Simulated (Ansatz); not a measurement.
# HfC (P6_3/mmc): frozen displacement of one atom, by script

A script is to give a frozen displacement of one atom; the system is HfC (P6_3/mmc).

Computed with Ansatz 0.2.0, driven from Python. Level of theory: DFT PBEsol, plane waves, PAW.

## 1. The structure

The structure is hexagonal, space group P6_3/mmc (No. 194). The conventional cell has a = 3.343 Å, b = 3.343 Å, c = 5.203 Å, α = 90.00°, β = 90.00°, γ = 120.00°. Hf (site symmetry -6m2) has 6 C at 2.33 Å as nearest neighbours. Around C (site symmetry -3m) lie 6 Hf at 2.33 Å.

No structure file is read: the coordinates are typed or built in the script.

## 2. The script

push.py

```python
'''Energy and force of HfC as one atom is pushed off its site.'''

import ansatz as az
import numpy as np

XC = 'pbesol'
MESH = (6, 6, 4)
MAX_ITERATIONS = 60

cell = (
    az.Lattice.of([3.342866, 0.0, 0.0], [-1.671433, 2.895007, 0.0], [0.0, 0.0, 5.202714])
    .atom('Hf', [2 / 3, 1 / 3, 0.75])
    .atom('Hf', [1 / 3, 2 / 3, 0.25])
    .atom('C', [0.0, 0.0, 0.0])
    .atom('C', [0.0, 0.0, 0.5])
)

inverse = np.linalg.inv(np.array(cell.lattice.vectors))
home = np.array(cell.sites[2].position)
values = np.linspace(-0.2, 0.2, 5)
energies, pulls = [], []
for shift in values:
    moved = cell.move(2, to=home + shift * inverse[1])
    setup = (
        moved.calculation()
        .functional(XC)
        .basis(47 * az.Ry, xc_grid=3)
        .accuracy('medium')  # preset for grids and thresholds
        .kpoints(*MESH, center='monkhorst-pack')  # the mesh must be finer for metals
        .occupations(az.OccupationsMethod.GAUSSIAN)  # the run then minimises F = E - TS
        .mixing('anderson', preconditioner='none')
        .scf(max_iterations=MAX_ITERATIONS, self_checks='high')
        .forces()  # minus the gradient of the free energy
    )
    rep = setup.run(threads=1).report
    energies.append(rep['free_energy_ev'])
    pulls.append(rep['forces_ev_ang'][2][1])

# the force is minus the slope of the free energy
print('shift (A)   dE (eV)   force along y (eV/A)')
for shift, e, f in zip(values, energies, pulls):
    print(f'{shift:8.3f} {e - energies[2]:10.5f} {f:12.4f}')
print(f'stiffness from energies {2 * np.polyfit(values, energies, 2)[0]:.3f}, from forces {-np.polyfit(values, pulls, 1)[0]:.3f} eV/A^2')
```

## 3. The calls as engine input

The package turns the script's settings into the engine's input (first run):

```yaml
crystal:
  lattice:
    - [3.342866, 0.0, 0.0]
    - [-1.671433, 2.895007, 0.0]
    - [0.0, 0.0, 5.202714]
  atoms:
    - { symbol: Hf, position: [0.6666666666666666, 0.3333333333333333, 0.75] }
    - { symbol: Hf, position: [0.3333333333333333, 0.6666666666666666, 0.25] }
    - { symbol: C, position: [-0.03454223081325883, -0.06908446162651766, 0.0] }
    - { symbol: C, position: [0.0, 0.0, 0.5] }
accuracy: medium
basis:
  ecutwfc: 639.467576780718
  xc_grid: 3
kpoints:
  mp_grid:
    grid: [6, 6, 4]
    shift: [0.5, 0.5, 0.5]
hamiltonian:
  xc: pbesol
scf:
  max_iter: 60
  self_checks: high
  mixing:
    algorithm: anderson
    preconditioner: none
  occupations:
    method: gaussian
output:
  forces: true
```

## 4. Running it

Run with:

```
$ python push.py
```

Output:

```text
DeckWarning: crystal.symmetry: narrowed to the stabiliser of the k-point mesh — unitary ops 2 → 1; excluded 1 operation that carries a point of the 6×6×4 mesh (shift [0.5, 0.5, 0.5]) off the mesh (the run samples exactly the mesh kpoints.mp_grid names, as under crystal.symmetry.detect: false, and its converged state [...]
DeckWarning: crystal.symmetry: narrowed to the stabiliser of the k-point mesh — unitary ops 24 → 8; excluded 16 operations that carry a point of the 6×6×4 mesh (shift [0.5, 0.5, 0.5]) off the mesh (the run samples exactly the mesh kpoints.mp_grid names, as under crystal.symmetry.detect: false, and its converged state [...]
shift (A)   dE (eV)   force along y (eV/A)
  -0.200    0.23606       2.3732
  -0.100    0.05840       1.1755
   0.000    0.00000       0.0000
   0.100    0.05840      -1.1755
   0.200    0.23606      -2.3732
stiffness from energies 11.820, from forces 11.844 eV/A^2
```

(Warnings from the package without file and line, shortened.)

It took 1.8 min on 1 thread of Arm Neoverse V2, shared host; peak memory 0.54 GiB.

## 5. What changed from run to run

The engine's inputs for some of the other runs:

Run 2, against run 1:

```diff
@@ -9 +9 @@
-    - { symbol: C, position: [-0.03454223081325883, -0.06908446162651766, 0.0] }
+    - { symbol: C, position: [-0.017271115406629414, -0.03454223081325883, 0.0] }
```

Run 3, against run 1:

```diff
@@ -9 +9 @@
-    - { symbol: C, position: [-0.03454223081325883, -0.06908446162651766, 0.0] }
+    - { symbol: C, position: [0.0, 0.0, 0.0] }
```

Run 4, against run 1:

```diff
@@ -9 +9 @@
-    - { symbol: C, position: [-0.03454223081325883, -0.06908446162651766, 0.0] }
+    - { symbol: C, position: [0.01727111540662942, 0.03454223081325884, 0.0] }
```

## 6. The engine's runs

The 5 runs, in the order started:

| run | shift of atom 3 from run 1 (Å) | energy from run 3 (meV/atom) | SCF cycles | CPU time (s) |
| --- | --- | --- | --- | --- |
| 1 | 0.000 | 59.01 | 9 | 27 |
| 2 | 0.100 | 14.60 | 9 | 25 |
| 3 | 0.200 | 0.00 | 7 | 4 |
| 4 | 0.300 | 14.60 | 9 | 25 |
| 5 | 0.400 | 59.01 | 9 | 26 |

Energies are free energies F = E - TS of the smeared occupations. 

## 7. Results

| quantity | value |
| --- | --- |
| runs compared | 5 |
| range of energy | 59.01 meV/atom |
| lowest point, shift of atom 3 from run 1 (Å) | 0.200 |

In words: The curvature of the energy gives 11.820 eV/Å² and the slope of the force 11.844 eV/Å², a positive curvature. Notes:
- For a metal this k-point mesh is coarse: on a finer one energies can move by several to tens of meV an atom and pressures by half a GPa or more, differences at one mesh by less.
- In a metal a curvature from energy changes of a few meV or less hangs on mesh and smearing, in size and even in sign.
- Spin-orbit coupling, which matters for elements this heavy, is left out.
- This cell is a computed structure, which may not be the phase found in nature.
- All periodic images of the atom move with it, so the curvature is one diagonal element of the zone-centre force constants and no normal mode; a positive value doesn't exclude soft modes in which several atoms move.
